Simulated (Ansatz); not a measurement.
**CuHO+ (quartet): from Hartree-Fock to the top rungs, def2-QZVPP**

An exercise on one series of results from a longer session: the logs are not shown, and one member is left open.

Method: def2-QZVPP, core rule «outside noble gas», up to 10 orbitals frozen; program: Ansatz 0.2.0, Gaussian basis.

The runs, in order: UHF; ROHF; CCSD(T) on UHF.

### What is computed

The geometry is a PBE0/def2-TZVP stationary point (not a proven minimum) of the parent state, kept for this charge and spin.

3 atoms, charge 1, spin multiplicity 4.

Atoms are counted from 1 here; the program's logs count them from 0.

Bond lengths: Cu1–O2 1.807 Å, O2–H3 0.976 Å. Angles: Cu1–O2–H3 124.7°.

Coordinates:

```xyz
3
CuHO
Cu    0.00000    0.01516    0.38830
O     0.00000   -0.10200   -1.41491
H     0.00000    0.66352   -2.02107
```

The first run:

Input file in.yaml:

```yaml
crystal:
  periodic: [false, false, false]
  atoms:
    - {symbol: Cu, position_ang: [0.000000, 0.015158, 0.388300]}
    - {symbol: O, position_ang: [0.000000, -0.102005, -1.414914]}
    - {symbol: H, position_ang: [0.000000, 0.663520, -2.021070]}
basis:
  gaussian: {orbitals: "def2-QZVPP.json"}
total_charge: 1
magnetization: {spin_polarized: true, initial_magnetization: 3}
hamiltonian: {xc: hf}
output: {orbitals: {seedname: orbitals}}
```

Started as:

```
$ ansatz run in.yaml --threads 1 --pin off --events-out ev --progress --plain --max-ram 4096MiB --backend cpu
```

Steps of the session up to this table: UHF; ROHF; CCSD(T) on UHF.

One of the session's tables, all rows but one given; the rest of the session is left out.

It belongs to the step «Misses and costs». 

| method | from UCCSD(T) (meV) |
| --- | --- |
| ROHF | +16859.8 |
| UHF | +16609.6 |
| UMP2 | ? |
| UCCSD | +522.3 |
| UCCSD(T) | 0 |

Q: Estimate the row for UMP2 from the others.

As computed: from UCCSD(T) (meV): +178.5. In the column «from UCCSD(T) (meV)» it lies between UCCSD(T) (0) and UCCSD (+522.3).
